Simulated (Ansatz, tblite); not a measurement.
# In5As6 wurtzite ring sphere (In₅As₆H₁₈+): removing and adding an electron

What does removing or adding an electron cost or gain for In5As6 wurtzite ring sphere (In₅As₆H₁₈+)? Each charged state is run at several levels.

The runs use Ansatz 0.2.0, Gaussian basis; as each input shows.

Levels to be run: charge +2 doublet, at the geometry of the singlet (PBE0-D4/def2-TZVP, PBE-D4/def2-TZVP, r2SCAN0-D4/def2-TZVP); charge 0 doublet, at the geometry of the singlet (PBE0-D4/def2-TZVP, PBE-D4/def2-TZVP, r2SCAN0-D4/def2-TZVP); the starting singlet's energies come from earlier runs.

1 further run of the same task is left out (set aside as unsound or not needed).

### Step 1. The geometry

The singlet was relaxed beforehand with r2SCAN-D4/def2-SVP.

29 atoms, charge 1, spin multiplicity 1.

Atoms are counted from 1 here; the program's logs count them from 0.

Bond lengths: As1–In2 2.723 Å, As1–In7 2.686 Å, As1–H12 1.510 Å, As1–H13 1.511 Å, In2–As4 2.619 Å, In2–As5 2.722 Å, In2–H14 1.714 Å, In3–As4 2.712 Å, In3–As8 2.792 Å, In3–H15 1.719 Å, In3–H16 1.710 Å, As4–In6 2.712 Å, As4–H17 1.518 Å, As5–In10 2.686 Å, As5–H18 1.511 Å, As5–H19 1.510 Å, In6–As11 2.792 Å, In6–H20 1.719 Å and more. Angles: In2–As1–In7 125.2°, In2–As1–H12 107.5°, In2–As1–H13 110.0°, In7–As1–H12 105.0°, In7–As1–H13 108.2°, H12–As1–H13 97.3°, As1–In2–As4 103.5°, As1–In2–As5 94.5°, As1–In2–H14 111.6°, As4–In2–As5 103.5°, As4–In2–H14 127.0°, As5–In2–H14 111.6°, As4–In3–As8 95.4°, As4–In3–H15 107.1°, As4–In3–H16 108.2°, As8–In3–H15 98.5°, As8–In3–H16 104.5°, H15–In3–H16 135.3° and more.

As a file:

```
As    0.1374   -2.2303   -1.9935
In   -2.2196   -1.2831   -1.0139
In    0.0942   -2.7209    2.5620
As   -1.7541   -1.0139    1.5492
As   -1.8627    1.2321   -1.9928
In   -2.3143    1.4398    2.5593
In    2.5727   -1.3453   -1.2874
As    2.2856   -1.4895    1.3470
As    2.2167    1.2808   -1.8129
In    0.1195    2.9001   -1.2846
As   -0.1483    2.7204    1.3495
H     0.1711   -3.7171   -1.7342
H     0.0798   -2.3007   -3.5018
H    -3.5624   -2.0587   -1.7432
H     0.0414   -4.1483    1.6062
H     0.2804   -2.3802    4.2270
H    -3.0023   -1.7366    2.0220
H    -1.9499    1.2170   -3.5012
H    -3.1346    2.0035   -1.7358
H    -3.5737    2.1066    1.5985
H    -1.9324    1.4324    4.2258
H     3.9133   -2.0277   -2.1036
H     3.5961   -2.0892    1.8002
H     2.5669   -0.0827    1.8247
H     2.5298    1.4625   -3.2802
H     3.4410    1.9877   -1.2803
H     0.1973    4.4031   -2.0993
H     1.2093    2.2554    1.8260
H    -0.0078    4.1540    1.8052
```

In takes a core potential in the def2 sets. No spin-orbit coupling is included. The ion is computed in the gas phase, without counter-ions or solvent.

### Step 2. Charge +2 doublet at the fixed geometry, PBE0-D4/def2-TZVP

Contents of in.yaml:

```yaml
crystal:
  periodic: [false, false, false]
  atoms:
    - {symbol: As, position_ang: [0.137407, -2.230306, -1.993455]}
    - {symbol: In, position_ang: [-2.219566, -1.283122, -1.013882]}
    - {symbol: In, position_ang: [0.094197, -2.720892, 2.561985]}
    - {symbol: As, position_ang: [-1.754062, -1.013916, 1.549176]}
    - {symbol: As, position_ang: [-1.862659, 1.232113, -1.992766]}
    - {symbol: In, position_ang: [-2.314255, 1.439794, 2.559346]}
    - {symbol: In, position_ang: [2.572735, -1.345302, -1.287364]}
    - {symbol: As, position_ang: [2.285570, -1.489500, 1.346995]}
    - {symbol: As, position_ang: [2.216711, 1.280805, -1.812880]}
    - {symbol: In, position_ang: [0.119522, 2.900141, -1.284605]}
    - {symbol: As, position_ang: [-0.148345, 2.720418, 1.349526]}
    - {symbol: H, position_ang: [0.171062, -3.717121, -1.734177]}
    - {symbol: H, position_ang: [0.079828, -2.300715, -3.501757]}
    - {symbol: H, position_ang: [-3.562384, -2.058742, -1.743224]}
    - {symbol: H, position_ang: [0.041369, -4.148288, 1.606173]}
    - {symbol: H, position_ang: [0.280440, -2.380223, 4.226999]}
    - {symbol: H, position_ang: [-3.002283, -1.736609, 2.022027]}
    - {symbol: H, position_ang: [-1.949893, 1.217016, -3.501213]}
    - {symbol: H, position_ang: [-3.134595, 2.003518, -1.735768]}
    - {symbol: H, position_ang: [-3.573682, 2.106595, 1.598466]}
    - {symbol: H, position_ang: [-1.932400, 1.432425, 4.225807]}
    - {symbol: H, position_ang: [3.913263, -2.027667, -2.103581]}
    - {symbol: H, position_ang: [3.596070, -2.089214, 1.800187]}
    - {symbol: H, position_ang: [2.566896, -0.082694, 1.824712]}
    - {symbol: H, position_ang: [2.529842, 1.462530, -3.280181]}
    - {symbol: H, position_ang: [3.440987, 1.987705, -1.280277]}
    - {symbol: H, position_ang: [0.197259, 4.403134, -2.099327]}
    - {symbol: H, position_ang: [1.209294, 2.255363, 1.826018]}
    - {symbol: H, position_ang: [-0.007829, 4.153952, 1.805238]}
basis:
  gaussian: {orbitals: def2-TZVP, fitting: {mean_field: def2-universal-jkfit}}
total_charge: 2
magnetization: {spin_polarized: true, initial_magnetization: 1}
hamiltonian: {xc: pbe0, dispersion: d4}
scf: {omitted_lower_state_checks: [starts]}
output: {orbitals: {seedname: orbitals}}
```

Run with:

```console
$ ansatz run in.yaml --threads 2 --pin off --events-out ev --progress --plain --max-ram 32768MiB --backend cuda --devices 0, --max-vram 18GiB
```

The program printed:

```text
Functional definition: PBE0
  name "PBE0"
  cite "Adamo & Barone, J. Chem. Phys. 110, 6158 (1999) doi:10.1063/1.478522"
  cite "Perdew, Burke & Ernzerhof, Phys. Rev. Lett. 77, 3865 (1996) doi:10.1103/PhysRevLett.77.3865"
  parent pbe
  parameter a = 0.25
  parameter kappa = 0.804
  parameter beta = 0.06672455060314922
  exchange = (1 - a)*pbe_x(kappa = kappa, mu = beta*pi^2/3) + a*exact_x
  correlation = pbe_c(beta = beta)
these checks for a lower state are left out or cut short: starts
3010 factors; integrals over basis functions are off by at most 6.3e-1 eV
mean field evaluation 1: about -391150.1218 eV, gradient 2.7e1 eV
mean field evaluation 2: about -391148.3504 eV, gradient 3.3e1 eV
mean field evaluation 4: about -391154.0228 eV, gradient 5.1e0 eV
mean field evaluation 8: about -391154.2125 eV, gradient 3.5e-1 eV
mean field evaluation 16: about -391154.2259 eV, gradient 4.1e-3 eV
mean field evaluation 32: about -391154.2259 eV, gradient 1.4e-5 eV
mean field -391154.22589841 eV, -14374.6526679097 hartree, gradient 1.4e-5 eV, S^2 0.756418; 0 other end points of the search recorded, 0 dependent functions left out
reference -391154.22597035 eV, -14374.6526705533 hartree; 160, 159 occupied and 486, 487 virtual orbitals, 3010 factors
Total energy: -391155.62577271 eV, -14374.7041123412 hartree
Checks for a lower state left out: starts
```

It took 14 s on 1 × H100 (card shared with other runs) with 2 threads of AMD EPYC 7R13, shared host; peak host memory 1.3 GiB.

HOMO -13.53 eV, LUMO -12.35 eV (over both spins); ⟨S²⟩ 0.756 (pure: 0.75).

### Step 3. Charge +2 doublet at the fixed geometry, PBE-D4/def2-TZVP

start.molden holds the orbitals of an earlier run on this state, given as this run's starting guess.

in.yaml, as its differences from that of step 2:

```diff
@@ -33,6 +33,6 @@
 basis:
-  gaussian: {orbitals: def2-TZVP, fitting: {mean_field: def2-universal-jkfit}}
+  gaussian: {orbitals: def2-TZVP, fitting: {mean_field: def2-universal-jkfit}, initial_orbitals: start.molden}
 total_charge: 2
 magnetization: {spin_polarized: true, initial_magnetization: 1}
-hamiltonian: {xc: pbe0, dispersion: d4}
+hamiltonian: {xc: pbe, dispersion: d4}
 scf: {omitted_lower_state_checks: [starts]}
```

The command is unchanged.

The program printed:

```text
Functional definition: PBE
  name "PBE"
  cite "Perdew, Burke & Ernzerhof, Phys. Rev. Lett. 77, 3865 (1996) doi:10.1103/PhysRevLett.77.3865"
  parent pbe
  parameter kappa = 0.804
  parameter beta = 0.06672455060314922
  exchange = pbe_x(kappa = kappa, mu = beta*pi^2/3)
  correlation = pbe_c(beta = beta)
these checks for a lower state are left out or cut short: starts
3010 factors; integrals over basis functions are off by at most 6.3e-1 eV
mean field evaluation 1: about -391142.6314 eV, gradient 1.5e1 eV
mean field evaluation 2: about -391143.1616 eV, gradient 6.7e-1 eV
mean field evaluation 4: about -391143.2025 eV, gradient 3.6e-1 eV
mean field evaluation 8: about -391143.2170 eV, gradient 1.7e-3 eV
mean field evaluation 16: about -391143.2170 eV, gradient 7.6e-6 eV
mean field -391143.21698784 eV, -14374.2480979083 hartree, gradient 7.6e-6 eV, S^2 0.751598; 0 other end points of the search recorded, 0 dependent functions left out
reference -391143.21708970 eV, -14374.2481016515 hartree; 160, 159 occupied and 486, 487 virtual orbitals, 3010 factors
Total energy: -391144.74793857 eV, -14374.3043593098 hartree
Checks for a lower state left out: starts
```

Run time: 16 s. Hardware: 1 × H100 (card shared with other runs) with 2 threads of AMD EPYC 7R13, shared host; peak host memory 1.3 GiB.

From the report: HOMO -12.61 eV, LUMO -12.49 eV (over both spins); ⟨S²⟩ 0.752 (pure: 0.75).

### Step 4. Charge +2 doublet at the fixed geometry, r2SCAN0-D4/def2-TZVP

in.yaml, as its differences from that of step 3:

```diff
@@ -36,3 +36,3 @@
 magnetization: {spin_polarized: true, initial_magnetization: 1}
-hamiltonian: {xc: pbe, dispersion: d4}
+hamiltonian: {xc: {name: r2SCAN0}, dispersion: d4}
 scf: {omitted_lower_state_checks: [starts]}
```

Launched as before.

The program printed, shortened:

```text
Functional definition: r2SCAN0
  name "r2SCAN0"
  cite "Bursch, Neugebauer, Ehlert & Grimme, J. Chem. Phys. 156, 134105 (2022) doi:10.1063/5.0086040"
  cite "Furness, Kaplan, Ning, Perdew & Sun, J. Phys. Chem. Lett. 11, 8208 (2020) doi:10.1021/acs.jpclett.0c02405"
  cite "Furness, Kaplan, Ning, Perdew & Sun, J. Phys. Chem. Lett. 11, 9248 (2020) doi:10.1021/acs.jpclett.0c03077"
  parent r2scan
[...]
3010 factors; integrals over basis functions are off by at most 6.3e-1 eV
[...]
mean field -391200.47115569 eV, -14376.3521497686 hartree, gradient 5.4e-6 eV, S^2 0.760878; 0 other end points of the search recorded, 0 dependent functions left out
reference -391200.47118165 eV, -14376.3521507223 hartree; 160, 159 occupied and 486, 487 virtual orbitals, 3010 factors
Total energy: -391200.99824382 eV, -14376.3715198998 hartree
Checks for a lower state left out: starts
```

Wall time 20 s (1 × H100 (card shared with other runs) with 2 threads of AMD EPYC 7R13, shared host); peak host memory 1.6 GiB.

From the report: HOMO -13.68 eV, LUMO -12.35 eV (over both spins); ⟨S²⟩ 0.761 (pure: 0.75).

### Step 5. Vertical ionisation energy

Charged state less starting state, singlet to doublet; the starting state's energies are those of its earlier runs.

```csv
level,vertical ionisation energy (eV),time
PBE-D4/def2-TZVP,+10.86,30 s
PBE0-D4/def2-TZVP,+11.22,33 s
r2SCAN0-D4/def2-TZVP,+11.28,32 s
```

Times add the two runs; a level without a time comes out of a correlated run.

Beside −ε(HOMO) of the starting state:

```csv
level,−ε(HOMO) (eV),by difference (eV),mismatch (eV)
PBE-D4/def2-TZVP,9.03,10.86,-1.83
PBE0-D4/def2-TZVP,9.97,11.22,-1.25
r2SCAN0-D4/def2-TZVP,10.12,11.28,-1.16
```

### Step 6. Charge 0 doublet at the fixed geometry, PBE0-D4/def2-TZVP

in.yaml, as its differences from that of step 4:

```diff
@@ -33,6 +33,5 @@
 basis:
-  gaussian: {orbitals: def2-TZVP, fitting: {mean_field: def2-universal-jkfit}, initial_orbitals: start.molden}
-total_charge: 2
+  gaussian: {orbitals: def2-TZVP, fitting: {mean_field: def2-universal-jkfit}}
 magnetization: {spin_polarized: true, initial_magnetization: 1}
-hamiltonian: {xc: {name: r2SCAN0}, dispersion: d4}
+hamiltonian: {xc: pbe0, dispersion: d4}
 scf: {omitted_lower_state_checks: [starts]}
```

Same command.

The program printed, shortened:

```text
Functional definition: PBE0
  name "PBE0"
  cite "Adamo & Barone, J. Chem. Phys. 110, 6158 (1999) doi:10.1063/1.478522"
  cite "Perdew, Burke & Ernzerhof, Phys. Rev. Lett. 77, 3865 (1996) doi:10.1103/PhysRevLett.77.3865"
  parent pbe
[...]
3010 factors; integrals over basis functions are off by at most 6.3e-1 eV
[...]
mean field -391168.88816549 eV, -14375.1914962864 hartree, gradient 3.7e-6 eV, S^2 0.754141; 0 other end points of the search recorded, 0 dependent functions left out
reference -391168.88827875 eV, -14375.1915004486 hartree; 161, 160 occupied and 485, 486 virtual orbitals, 3010 factors
Total energy: -391170.38626558 eV, -14375.2465504493 hartree
Checks for a lower state left out: starts
```

It took 20 s on 1 × H100 (card shared with other runs) with 2 threads of AMD EPYC 7R13, shared host; peak host memory 1.4 GiB.

HOMO -2.42 eV, LUMO -1.49 eV (over both spins); ⟨S²⟩ 0.754 (pure: 0.75).

### Step 7. Charge 0 doublet at the fixed geometry, PBE-D4/def2-TZVP

in.yaml, as its differences from that of step 6:

```diff
@@ -33,5 +33,5 @@
 basis:
-  gaussian: {orbitals: def2-TZVP, fitting: {mean_field: def2-universal-jkfit}}
+  gaussian: {orbitals: def2-TZVP, fitting: {mean_field: def2-universal-jkfit}, initial_orbitals: start.molden}
 magnetization: {spin_polarized: true, initial_magnetization: 1}
-hamiltonian: {xc: pbe0, dispersion: d4}
+hamiltonian: {xc: pbe, dispersion: d4}
 scf: {omitted_lower_state_checks: [starts]}
```

The command is unchanged.

The program printed:

```text
Functional definition: PBE
  name "PBE"
  cite "Perdew, Burke & Ernzerhof, Phys. Rev. Lett. 77, 3865 (1996) doi:10.1103/PhysRevLett.77.3865"
  parent pbe
  parameter kappa = 0.804
  parameter beta = 0.06672455060314922
  exchange = pbe_x(kappa = kappa, mu = beta*pi^2/3)
  correlation = pbe_c(beta = beta)
these checks for a lower state are left out or cut short: starts
3010 factors; integrals over basis functions are off by at most 6.3e-1 eV
mean field evaluation 1: about -391157.2104 eV, gradient 1.5e1 eV
mean field evaluation 2: about -391157.7190 eV, gradient 6.6e-1 eV
mean field evaluation 4: about -391157.7418 eV, gradient 4.7e-2 eV
mean field evaluation 8: about -391157.7519 eV, gradient 1.9e-4 eV
mean field evaluation 16: about -391157.7519 eV, gradient 7.3e-6 eV
mean field -391157.75188676 eV, -14374.7822455916 hartree, gradient 7.3e-6 eV, S^2 0.751257; 0 other end points of the search recorded, 0 dependent functions left out
reference -391157.75203577 eV, -14374.7822510677 hartree; 161, 160 occupied and 485, 486 virtual orbitals, 3010 factors
Total energy: -391159.39130374 eV, -14374.8424930542 hartree
Checks for a lower state left out: starts
```

It took 13 s on 1 × H100 (card shared with other runs) with 2 threads of AMD EPYC 7R13, shared host; peak host memory 1.3 GiB.

Report: HOMO -2.21 eV, LUMO -2.19 eV (over both spins); ⟨S²⟩ 0.751 (pure: 0.75).

### Step 8. Charge 0 doublet at the fixed geometry, r2SCAN0-D4/def2-TZVP

in.yaml, as its differences from that of step 7:

```diff
@@ -35,3 +35,3 @@
 magnetization: {spin_polarized: true, initial_magnetization: 1}
-hamiltonian: {xc: pbe, dispersion: d4}
+hamiltonian: {xc: {name: r2SCAN0}, dispersion: d4}
 scf: {omitted_lower_state_checks: [starts]}
```

The command is unchanged.

The program printed, shortened:

```text
Functional definition: r2SCAN0
  name "r2SCAN0"
  cite "Bursch, Neugebauer, Ehlert & Grimme, J. Chem. Phys. 156, 134105 (2022) doi:10.1063/5.0086040"
  cite "Furness, Kaplan, Ning, Perdew & Sun, J. Phys. Chem. Lett. 11, 8208 (2020) doi:10.1021/acs.jpclett.0c02405"
  cite "Furness, Kaplan, Ning, Perdew & Sun, J. Phys. Chem. Lett. 11, 9248 (2020) doi:10.1021/acs.jpclett.0c03077"
  parent r2scan
[...]
3010 factors; integrals over basis functions are off by at most 6.3e-1 eV
[...]
mean field -391215.19126006 eV, -14376.8931036266 hartree, gradient 1.4e-5 eV, S^2 0.758823; 0 other end points of the search recorded, 0 dependent functions left out
reference -391215.19130956 eV, -14376.8931054456 hartree; 161, 160 occupied and 485, 486 virtual orbitals, 3010 factors
Total energy: -391215.76073231 eV, -14376.9140313455 hartree
Checks for a lower state left out: starts
```

It took 18 s on 1 × H100 (card shared with other runs) with 2 threads of AMD EPYC 7R13, shared host; peak host memory 1.5 GiB.

HOMO -2.46 eV, LUMO -1.39 eV (over both spins); ⟨S²⟩ 0.759 (pure: 0.75).

### Step 9. Vertical electron affinity

Starting state less charged state (positive: the electron is bound), singlet to doublet; the starting state's energies are those of its earlier runs.

```csv
level,vertical electron affinity (eV),time
PBE-D4/def2-TZVP,+3.78,27 s
PBE0-D4/def2-TZVP,+3.54,39 s
r2SCAN0-D4/def2-TZVP,+3.49,29 s
```

Times add the two runs; a level without a time comes out of a correlated run.

Beside −ε(LUMO) of the starting state:

```csv
level,−ε(LUMO) (eV),by difference (eV),mismatch (eV)
PBE-D4/def2-TZVP,5.33,3.78,+1.55
PBE0-D4/def2-TZVP,4.57,3.54,+1.03
r2SCAN0-D4/def2-TZVP,4.47,3.49,+0.98
```

### Step 10. What came out

```
                                            quantity                                    value
vertical ionisation energy, functionals in def2-TZVP  10.86 (PBE-D4) to 11.28 eV (r2SCAN0-D4)
vertical electron affinity, functionals in def2-TZVP    3.49 (r2SCAN0-D4) to 3.78 eV (PBE-D4)
```

What this shows: The vertical ionisation energy spans 10.86 to 11.28 eV over the functionals. −ε(HOMO) misses the level's own difference by -1.16 eV at best (r2SCAN0-D4) and -1.83 eV at worst (PBE-D4). The vertical electron affinity spans 3.49 to 3.78 eV over the functionals. −ε(LUMO) misses the level's own difference by +0.98 eV at best (r2SCAN0-D4) and +1.55 eV at worst (PBE-D4).
